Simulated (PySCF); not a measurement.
# RuH₄: triplet, from a see-saw start

Where does triplet RuH₄ go from a see-saw start, is the end point a minimum, and what are its modes, charges and moments?

The runs use PySCF 2.14.0; PBE0, basis Ru def2-TZVP with ECP28, H def2-TZVP, scalar-relativistic core potentials, no spin–orbit coupling, density fitting.

## (1) Starting geometry

5 atoms, charge 0, spin multiplicity 3.

Bond lengths: Ru1–H2 1.570 Å, Ru1–H3 1.570 Å, Ru1–H4 1.570 Å, Ru1–H5 1.570 Å. Angles: H2–Ru1–H3 170.0°, H2–Ru1–H4 86.9°, H2–Ru1–H5 86.9°, H3–Ru1–H4 86.9°, H3–Ru1–H5 86.9°, H4–Ru1–H5 104.0°.

```xyz
5
charge 0 multiplicity 3
Ru    0.0000    0.0000   -0.0210
H     0.0000    1.5640    0.1158
H     0.0000   -1.5640    0.1158
H     1.2372    0.0000    0.9456
H    -1.2372    0.0000    0.9456
```

## (2) Relaxation: see-saw start, triplet

The steps below are one call of a driver around PySCF. For each, scf.py gives the equivalent set-up of the SCF; relaxations use the driver's own optimiser. Before each start the driver seeks the lowest SCF state from one or more starting densities and follows internal instabilities, so scf.py alone need not reach the same state.

The program finds C2v symmetry in the start, which this walk keeps. The walk stops when the largest gradient is under 0.0003 Eh/bohr and the energy has settled too.

Input file scf.py:

```python
from pyscf import gto, scf, dft
mol = gto.M(atom='''
Ru     0.000000     0.000000    -0.020995
H      0.000000     1.564000     0.115805
H     -0.000000    -1.564000     0.115805
H      1.237200    -0.000000     0.945605
H     -1.237200     0.000000     0.945605''',
    basis={'Ru': 'def2-TZVP', 'H': 'def2-TZVP'},
    ecp={'Ru': 'def2-TZVP'},
    charge=0, spin=2)
mf = dft.UKS(mol, xc='PBE0')
mf.grids.atom_grid = (50, 194)
aux = {'Ru': 'def2-universal-JKFIT', 'H': 'def2-universal-JKFIT'}
mf = mf.density_fit(auxbasis=aux)
mf.kernel()
```

The runs that follow: Hessian and properties; Leaving the saddle point; Hessian and properties; Following the imaginary mode; Hessian and properties.

Q: Predict the outcome of this session. Wanted: minimum; geometry; wavenumbers; dipole moment; highest occupied, lowest empty level; polar-tensor charge of Ru1; zero-point energy; atomisation energy; ⟨S²⟩.

**Answer**, as computed:

| quantity | value |
| --- | --- |
| minimum | triplet, C1 |
| geometry | H–H 0.873 Å, Ru–H 1.553 Å, Ru–H 1.618 Å, Ru–H 1.733 Å, Ru–H 1.784 Å; H–H–Ru 72.4°, H–H–Ru 78.9°, H–Ru–H 28.7°, H–Ru–H 71.9°, H–Ru–H 72.2°, H–Ru–H 98.8° |
| wavenumbers (cm⁻¹) | 373 (a), 463 (a), 701 (a), 765 (a), 886 (a), 1652 (a), 1971 (a), 2163 (a), 2762 (a) |
| dipole moment | 2.56 D |
| highest occupied, lowest empty level (either spin) | -6.13, -2.28 eV |
| polar-tensor charge of Ru1 | +0.18 e |
| zero-point energy | 70.2 kJ/mol |
| entropy at 298.15 K | 259.0 J/(mol K) |
| atomisation energy (no zero-point energy) | 1009 kJ/mol |
| ⟨S²⟩ | 2.013 |

In words: The see-saw start ends in a minimum without symmetry. The strongest infrared band lies at 2762 cm⁻¹ (a). Most of the spin sits on Ru1 (Mulliken spin 2.06, against 2 for the whole molecule). Other starts or spin states, not run here, may lie lower. Open d and f shells are described by one determinant, and the ground state may have another occupation or spin.
